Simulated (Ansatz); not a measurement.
# Lithium, simple cubic under LDA: structure, energy and stiffness

What does LDA give for lithium in the simple cubic structure? We relax it, solve it on a dense k-mesh, switch on spin-orbit coupling, then scale the cell to 7 volumes from 88 to 112 % of the relaxed one and try a fit of the equation of state. The k-meshes are 11×11×11 for the relaxation; 19×19×19 for the dense run; 12×12×12 for spin-orbit coupling; 13×13×13 for the volumes.

This is Li in the simple cubic structure; at room conditions it is bcc.

Program: Ansatz 0.2.0. Level of theory: DFT LDA (PW92), plane waves (420 eV) with PAW, scalar-relativistic; the PAW data stem from PBE, with regenerated cores. These are calculated values, not measurements.

### Step 1. The system as given

It takes space group Pm-3m (No. 221, cubic). The conventional cell has a = 2.858 Å, b = 2.858 Å, c = 2.858 Å, α = 90.00°, β = 90.00°, γ = 90.00°. Li (site symmetry m-3m) is surrounded by 6 Li at 2.86 Å.

Coordinates:

```xyz
1
Lattice="2.8577 0.0000 0.0000 0.0000 2.8577 0.0000 0.0000 0.0000 2.8577" Properties=species:S:1:pos:R:3 pbc="T T T"
Li    0.0000    0.0000    0.0000
```

### Step 2. Relaxation of the cell

File input.yaml:

```yaml
crystal:
  lattice:
    - [2.8577117226, 0.0, 0.0]
    - [0.0, 2.8577117226, 0.0]
    - [0.0, 0.0, 2.8577117226]
  atoms:
    - { symbol: Li, position: [0.0, 0.0, 0.0] }
hamiltonian:
  xc: lda
  pseudopotentials:
    kind: paw
    azcp:
      Li: "pseudopotentials/Li.paw.azcp"
basis:
  ecutwfc: 420
  fft_grid_basis: typed
kpoints:
  mp_grid: { grid: [11, 11, 11], shift: [0, 0, 0] }
magnetization:
  spin_polarized: false
scf:
  occupations: { method: fermi_dirac, width: 0.1 }
relax:
  max_steps: 60
  f_tol: 0.01
  cell: {}
output:
  write_density: true
  write_potential: true
  elf: true
  volumetric_format: npy
```

The runs that follow: The energy on a finer k-mesh; With spin-orbit coupling; Equation of state: 88 %; Equation of state: 92 %; Equation of state: 96 %; Equation of state: 100 %; Equation of state: 104 %; Equation of state: 108 %; Equation of state: 112 %.

What does the calculation give? Wanted: space group; conventional cell; volume; shortest distance; gap on the mesh; relative to bcc; highest ELF outside the cores; V₀, B₀, B₀′.

As calculated:

| quantity | value |
| --- | --- |
| space group (spins left aside) | Pm-3m (No. 221) |
| conventional cell | a = 2.671 Å |
| volume | 19.053 Å³/atom |
| shortest distance | 2.671 Å |
| gap on the mesh | none (levels filled in part) |
| relative to bcc | +116 meV/atom |
| highest ELF outside the cores | 0.73, 2.31 Å from the nearest atom |
| V₀, B₀, B₀′ | 18.975 Å³/atom, 13.6 GPa, 3.3 |

**Reading.** From the guessed start the volume shrank by 18.4 % in 5 steps. It lies 116 meV/atom above the element's reference form at the same level (bcc, from a run of its own). Levels at the Fermi energy are filled in part, as in a metal. The total energy of the spin-orbit run (on a coarser mesh) lies +3 meV/atom from the scalar one; mesh and treatment of the core enter this figure, so it is no spin-orbit energy. B₀ comes out at 13.6 GPa, a soft solid. The symmetry was held, so the structure may be unstable against distortions that break it.
